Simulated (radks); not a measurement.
# Polarisabilities and dispersion coefficients of Ca, Sc⁺, Ti²⁺ and others

Aim: static dipole polarisabilities and C6 coefficients, each species in its NIST ground configuration. After each ground state the linear response is solved; its values go to the run's result record, not to the log. Response by self-consistent Sternheimer equations with the Hartree and adiabatic LDA kernel.

Method: non-relativistic Kohn-Sham, LDA (Slater exchange, Perdew-Wang correlation), spin-polarised, spherical densities, point nucleus; open shells are filled with parallel spins first. Code: radks (a radial shooting solver on a logarithmic mesh, Libxc functionals) version 1.

## 1. The system

* species: Ca ([Ar] 4s2), Sc⁺ ([Ar] 3d1 4s1), Ti²⁺ ([Ar] 3d2), V³⁺ ([Ar] 3d2), Cr⁴⁺ ([Ar] 3d2), Mn⁵⁺ ([Ar] 3d2), Fe⁶⁺ ([Ar] 3d2), Co⁷⁺ ([Ar] 3d2), Ni⁸⁺ ([Ar] 3d2)

## 2. Ca, [Ar] 4s2

Settings of this run:

```text
Z 20
configuration [Ar] 4s2
relativity non-relativistic
functional lda,pw
spin polarised
nucleus point
response adiabatic LDA kernel
```

## 3. Sc⁺, [Ar] 3d1 4s1

Changes since step 2:

```diff
@@ -1,3 +1,3 @@
-Z 20
-configuration [Ar] 4s2
+Z 21
+configuration [Ar] 3d1 4s1
 relativity non-relativistic
```

## 4. Ti²⁺, [Ar] 3d2

Settings of this run:

```text
Z 22
configuration [Ar] 3d2
relativity non-relativistic
functional lda,pw
spin polarised
nucleus point
response adiabatic LDA kernel
```

## 5. V³⁺, [Ar] 3d2

Changes since step 4:

```diff
@@ -1,2 +1,2 @@
-Z 22
+Z 23
 configuration [Ar] 3d2
```

## 6. Cr⁴⁺, [Ar] 3d2

Changes since step 5:

```diff
@@ -1,2 +1,2 @@
-Z 23
+Z 24
 configuration [Ar] 3d2
```

## 7. Mn⁵⁺, [Ar] 3d2

Changes since step 6:

```diff
@@ -1,2 +1,2 @@
-Z 24
+Z 25
 configuration [Ar] 3d2
```

## 8. Fe⁶⁺, [Ar] 3d2

Changes since step 7:

```diff
@@ -1,2 +1,2 @@
-Z 25
+Z 26
 configuration [Ar] 3d2
```

## 9. Co⁷⁺, [Ar] 3d2

Changes since step 8:

```diff
@@ -1,2 +1,2 @@
-Z 26
+Z 27
 configuration [Ar] 3d2
```

## 10. Ni⁸⁺, [Ar] 3d2

Changes since step 9:

```diff
@@ -1,2 +1,2 @@
-Z 27
+Z 28
 configuration [Ar] 3d2
```

Q: Predict the outcome of this session. Wanted: for each run, species; −ε(HOMO); α; α uncoupled; C6; C8; recommended α.

**Answer**, as computed:

```
species  −ε(HOMO) (eV)  α (bohr³)  α uncoupled (bohr³)  C6 (hartree bohr⁶)  C8 (hartree bohr⁸)  recommended α (bohr³)
     Ca          3.850      148.6                277.5                1991              221844                  160.8
    Sc⁺         10.339      53.89                72.17               353.2                   -                      -
   Ti²⁺         20.725      5.152                6.453               15.46                   -                      -
    V³⁺         38.278      2.280                3.073               5.864                   -                      -
   Cr⁴⁺         59.580      1.367                1.909               2.953                   -                      -
   Mn⁵⁺         84.348     0.9301                1.323               1.694                   -                      -
   Fe⁶⁺         112.44     0.6767               0.9728               1.050                   -                      -
   Co⁷⁺         143.79     0.5138               0.7433              0.6868                   -                      -
   Ni⁸⁺         178.32     0.4019               0.5837              0.4675                   -                      -
```

What this shows: Uncoupled leaves out the potential induced by the response; C6 and C8 are for like pairs. Ca is the most polarisable and Ni⁸⁺ the least, a factor 370 apart. For the pair Ca–Ni⁸⁺ the Casimir-Polder integral gives C6 = 11.85, the rule 2·Ca·Cb/(Ca·αb/αa + Cb·αa/αb) on the like-pair values 10.44. Against the recommended values (Schwerdtfeger and Nagle, 2023 table) the misses are Ca -8 %. C8 is given only where no p, d or f shell is open. For heavy and open-shell atoms this level can miss by tens of per cent.
